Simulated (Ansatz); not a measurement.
# CH4BGa: taking an electron away

How much energy removes an electron from CH4BGa at fixed geometry? The cation is run at each level and the neutral's energy taken from earlier runs.

Computed with Ansatz 0.2.0, Gaussian basis. Level: unrestricted cation, the program's frozen cores in correlated methods.

Plan: UKS PBE-D4/def2-TZVPP; UKS r2SCAN-D4/def2-TZVPP; UKS PBE0-D4/def2-TZVPP; UKS B3LYP-D4/def2-TZVPP; UKS wB97X-V/def2-TZVPP; UKS wB97M-V/def2-TZVPP; UKS B2PLYP/def2-TZVPP; UHF-CCSD(T)/def2-TZVPP; UHF-MP2/def2-QZVPP; extrapolation to the limit; then −ε(HOMO) from the neutral's earlier runs with LDA (SPW92), PBE-D4, revPBE-D4, BLYP-D4, r2SCAN-D4, B97M-V, PBE0-D4, B3LYP-D4, r2SCANh-D4, r2SCAN0-D4, HSE06-D4, BHLYP-D4, CAM-B3LYP-D4, LC-ωPBE, ωB97X-V, ωB97M-V.

### 1 The geometry

An earlier PBE0-D4/def2-TZVP relaxation fixed the geometry.

7 atoms, charge 0, spin multiplicity 1.

Atoms are counted from 1 here; the program's logs count them from 0.

Bond lengths: B1–C2 1.496 Å, B1–H4 1.202 Å, B1–H7 1.202 Å, C2–Ga3 2.099 Å, C2–H5 1.097 Å, C2–H6 1.097 Å. Angles: C2–B1–H4 120.9°, C2–B1–H7 120.9°, H4–B1–H7 118.1°, B1–C2–Ga3 108.3°, B1–C2–H5 119.1°, B1–C2–H6 119.1°, Ga3–C2–H5 96.6°, Ga3–C2–H6 96.6°, H5–C2–H6 111.6°.

### 2 Cation, UKS PBE-D4/def2-TZVPP

in.yaml reads:

```yaml
crystal:
  periodic: [false, false, false]
  atoms:
    - {symbol: B, position_ang: [-0.645779, -0.425678, -0.553909]}
    - {symbol: C, position_ang: [0.171649, 0.487555, 0.304691]}
    - {symbol: Ga, position_ang: [1.936691, -0.515015, 0.836918]}
    - {symbol: H, position_ang: [-1.411669, -1.211850, -0.063169]}
    - {symbol: H, position_ang: [-0.164611, 0.702185, 1.327037]}
    - {symbol: H, position_ang: [0.655340, 1.359822, -0.153051]}
    - {symbol: H, position_ang: [-0.480421, -0.465019, -1.744117]}
basis:
  gaussian: {orbitals: def2-TZVPP}
total_charge: 1
magnetization: {spin_polarized: true, initial_magnetization: 1}
hamiltonian: {xc: pbe, dispersion: d4}
```

On the command line:

```
> ansatz run in.yaml --threads 2 --pin off --events-out ev --progress --plain --max-ram 4352MiB
```

The runs that follow: Cation, UKS r2SCAN-D4/def2-TZVPP; Cation, UKS PBE0-D4/def2-TZVPP; Cation, UKS B3LYP-D4/def2-TZVPP; Cation, UKS wB97X-V/def2-TZVPP; Cation, UKS wB97M-V/def2-TZVPP; Cation, UKS B2PLYP (frozen core)/def2-TZVPP; Cation, UHF-CCSD(T)/def2-TZVPP; Cation, UHF-MP2/def2-QZVPP.

Q: Predict the results of all the runs planned. Wanted: ionisation energy, CCSD(T)/CBS; nearest functional by difference; nearest −ε(HOMO); −ε(HOMO) of PBE; T1 of the cation.

As calculated:

| quantity | value |
| --- | --- |
| ionisation energy, CCSD(T)/CBS | 8.47 eV |
| nearest functional by difference | B3LYP-D4 (-0.10 eV) |
| nearest −ε(HOMO) | ωB97X-V (-0.16 eV) |
| −ε(HOMO) of PBE | 5.40 eV |
| T1 of the cation | 0.015 |

In words: Energy differences with functionals land within 0.21 eV of the reference. −ε(HOMO) of PBE misses by 3.1 eV, since self-interaction lifts the level. Among orbital estimates ωB97X-V comes nearest. Hartree-Fock falls 1.40 eV short, as the neutral has more correlation energy than the cation. Correlated methods include outer-core shells of Ga, which these sets cover unevenly. With outer-core shells in play the reference is unsure by up to some tenths of an eV, so close misses can't be ranked.
